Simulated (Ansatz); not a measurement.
Predict the output of the script below (the Ansatz DFT code, driven from Python).

`clgeh5np.xyz`
```text
9

N    -0.77880    1.48400   -0.19160
Ge   -0.14950   -0.18400   -0.49750
P     0.02170   -1.27030    1.48680
Cl   -1.41490   -1.27190   -1.79240
H    -0.12560    2.02600    0.36800
H    -0.84190    2.02480   -1.13210
H     1.27430   -0.07200   -1.16340
H     0.90540   -2.32220    0.93630
H     1.19780   -0.46060    1.96870
```

The script, `clgeh5np_scan.py`:
```python
"""Stretching a bond of ClGeH5NP, the rest held rigid."""

import ansatz as az
import numpy as np


def main() -> None:
    mol = az.Crystal.molecule_from_extxyz("clgeh5np.xyz")

    symbols = [site.symbol for site in mol.cartesian_sites]
    start = np.array([site.position_ang for site in mol.cartesian_sites])
    axis = (start[6] - start[1]) / np.linalg.norm(start[6] - start[1])
    moving = [6]
    lengths, energies = [1.387, 1.45, 1.513, 1.576, 1.639, 1.702, 1.765, 1.859], []
    for length in lengths:
        xyz = start.copy()
        xyz[moving] += (length - np.linalg.norm(start[6] - start[1])) * axis
        point = az.Crystal.molecule()
        for symbol, place in zip(symbols, xyz):
            point = point.atom(symbol, place.tolist())
        calculation = point.calculation()
        calculation = calculation.basis(gaussian="def2-SVP")
        calculation = calculation.functional("pbe0", dispersion="d3bj")
        data = calculation.run().report
        energies.append(data["free_energy_ev"])
        print(f"r = {length:6.3f} A  E = {energies[-1]:.5f} eV  <S^2> = {abs(data['mean_field']['state']['spin_squared']):.3f}")

    # quartic fit about the minimum
    fit = np.polynomial.Polynomial.fit(lengths, np.array(energies) - min(energies), 4).convert()
    roots = [r.real for r in fit.deriv().roots() if abs(r.imag) < 1e-9 and fit.deriv(2)(r.real) > 0]
    r_e = min(roots, key=lambda r: abs(r - lengths[int(np.argmin(energies))]))
    print(f"minimum of the fit at {r_e:.4f} A, force constant {fit.deriv(2)(r_e):.2f} eV/A^2")


if __name__ == "__main__":
    main()
```

```console
$ python clgeh5np_scan.py
r =  1.387 A  E = -79870.79477 eV  <S^2> = 0.000
r =  1.450 A  E = -79870.97712 eV  <S^2> = 0.000
r =  1.513 A  E = -79871.06073 eV  <S^2> = 0.000
r =  1.576 A  E = -79871.06916 eV  <S^2> = 0.000
r =  1.639 A  E = -79871.02089 eV  <S^2> = 0.000
r =  1.702 A  E = -79870.93045 eV  <S^2> = 0.000
r =  1.765 A  E = -79870.80951 eV  <S^2> = 0.000
r =  1.859 A  E = -79870.59278 eV  <S^2> = 0.000
minimum of the fit at 1.5520 A, force constant 16.02 eV/A^2
```

Reading the output:
- Total energies depend on the basis set; only differences at equal settings carry meaning.
- The rest of the molecule is held rigid at a force-field or estimated start geometry, and the basis set is modest; single-reference methods fail as a bond breaks.
- The orbitals are restricted, so S² is zero by construction.
- The whole script took 39 s on 1 thread of Arm Neoverse V2, with other jobs on the host, peak memory 0.31 GiB.
